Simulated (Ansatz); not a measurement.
**YbOs3 (AuCu3 type): how the settings move a single-point run**

Question: which choices in the input matter for YbOs3 (AuCu3 type)?

Program: Ansatz 0.2.0. Level of theory: reference: DFT PBE, scalar-relativistic, plane waves, PAW. These are calculated values, not measurements.

1 further run of the same task is left out (it didn't finish). Runs told in other sessions of the task aren't counted.

## (1) The starting structure

The structure is cubic, space group Pm-3m (No. 221). The conventional cell has a = 4.013 Å, b = 4.013 Å, c = 4.013 Å, α = 90.00°, β = 90.00°, γ = 90.00°. Around Yb (site symmetry m-3m) lie 12 Os at 2.84 Å. Around Os (site symmetry 4/mmm) lie 4 Yb at 2.84 Å and 8 Os at 2.84 Å.

Structure file:

```
Yb Os
1.0
     4.01262    0.00000    0.00000
     0.00000    4.01262    0.00000
     0.00000    0.00000    4.01262
Yb Os
1 3
Direct
  0.00000 0.00000 0.00000
  0.00000 0.50000 0.50000
  0.50000 0.50000 0.00000
  0.50000 0.00000 0.50000
```

## (2) Baseline

Contents of input.yaml:

```yaml
crystal:
  lattice:
    - [4.0126238335, 0.0, 0.0]
    - [0.0, 4.0126238335, 0.0]
    - [0.0, 0.0, 4.0126238335]
  atoms:
    - { symbol: Yb, position: [0.0, 0.0, 0.0] }
    - { symbol: Os, position: [0.0, 0.5, 0.5] }
    - { symbol: Os, position: [0.5, 0.5, 0.0] }
    - { symbol: Os, position: [0.5, 0.0, 0.5] }
basis:
  ecutwfc: 420
  ecutrho_ratio: 4
kpoints:
  mp_grid: { grid: [8, 8, 8] }
hamiltonian:
  xc: pbe
scf:
  occupations: { method: gaussian, width: 0.05 }
output:
  forces: true
  stress: true
  eigenvalues: true
```

Run with:

```console
$ ansatz run input.yaml --threads 2 --pin off --max-ram 2662MiB --backend cpu --events-out ev --progress --plain --runs-dir out
```

## (3) Changed: mp_grid.grid [6, 6, 6], preconditioner resta

input.yaml, as its differences from that of step 2:

```diff
@@ -14,3 +14,3 @@
 kpoints:
-  mp_grid: { grid: [8, 8, 8] }
+  mp_grid: { grid: [6, 6, 6] }
 hamiltonian:
@@ -19,2 +19,3 @@
   occupations: { method: gaussian, width: 0.05 }
+  mixing: { preconditioner: resta }
 output:
@@ -22,2 +23 @@
   stress: true
-  eigenvalues: true
```

## (4) A run with other settings

input.yaml, as its differences from that of step 2:

```diff
@@ -17,2 +17,3 @@
   xc: pbe
+  pseudopotentials: { kind: nc, accuracy: standard }
 scf:
@@ -22,2 +23 @@
   stress: true
-  eigenvalues: true
```

## (6) Changing settings: spin_polarized true

input.yaml, as its differences from that of step 2:

```diff
@@ -22,2 +22,3 @@
   stress: true
-  eigenvalues: true
+magnetization:
+  spin_polarized: true
```

## (7) Variant: occupations.width 0.15

input.yaml, as its differences from that of step 2:

```diff
@@ -18,3 +18,3 @@
 scf:
-  occupations: { method: gaussian, width: 0.05 }
+  occupations: { method: gaussian, width: 0.15 }
 output:
@@ -22,2 +22 @@
   stress: true
-  eigenvalues: true
```

(Steps that only read results are left out.)

Q: Predict the outcome of this session. Wanted: for each run, ending; energy change; pressure; gap; force.

**Answer**, as computed:

| run | ending | energy change | pressure (GPa) | gap (eV) | force (eV/Å) | cycles | time |
| --- | --- | --- | --- | --- | --- | --- | --- |
| reference | converged | 0 | 0.0 | 0.00 | 0.00 | 8 | 3.6 s |
| 1: mp_grid.grid [6, 6, 6], preconditioner resta | converged | +14.9 meV/atom | 0.4 | 0.00 | 0.00 | 11 | 2.1 s |
| 2: pseudopotentials.kind nc, pseudopotentials.accuracy standard | refused | - | - | - | - | - | 0.03 s |
| 3: spin_polarized true | converged | 0.0 meV/atom | 0.0 | 0.00 | 0.00 | 41 | 21 s |
| 4: occupations.width 0.15 | converged | -0.4 meV/atom (σ→0) | 0.1 | 0.00 | 0.00 | 8 | 3.1 s |

Residual by cycle in the longest SCF loop of each run; runs are numbered as in the table. The quantity is the density residual dr2, in eV.

| cycle | reference | run 1 | run 3 | run 4 |
| --- | --- | --- | --- | --- |
| 1 | 0.0409 | 0.0313 | 229 | 0.0379 |
| 5 | 1.7e-5 | 0.0626 | 42.2 | 1.6e-5 |
| 8 | 3.0e-8 | 2.3e-5 | 17 | 2.4e-8 |
| 12 | - | - | 30.2 | - |
| 16 | - | - | 11.6 | - |
| 19 | - | - | 2.53 | - |
| 23 | - | - | 6.17 | - |
| 26 | - | - | 0.0177 | - |
| 30 | - | - | 0.0255 | - |
| 34 | - | - | 0.0153 | - |
| 37 | - | - | 3.9e-6 | - |
| 41 | - | - | 4.1e-9 | - |

**Reading.** Of the variants the dearest is «spin_polarized true» (21 s), the cheapest «mp_grid.grid [6, 6, 6], preconditioner resta» (2.1 s), on a shared host. 1 of the 4 altered inputs did not end normally.
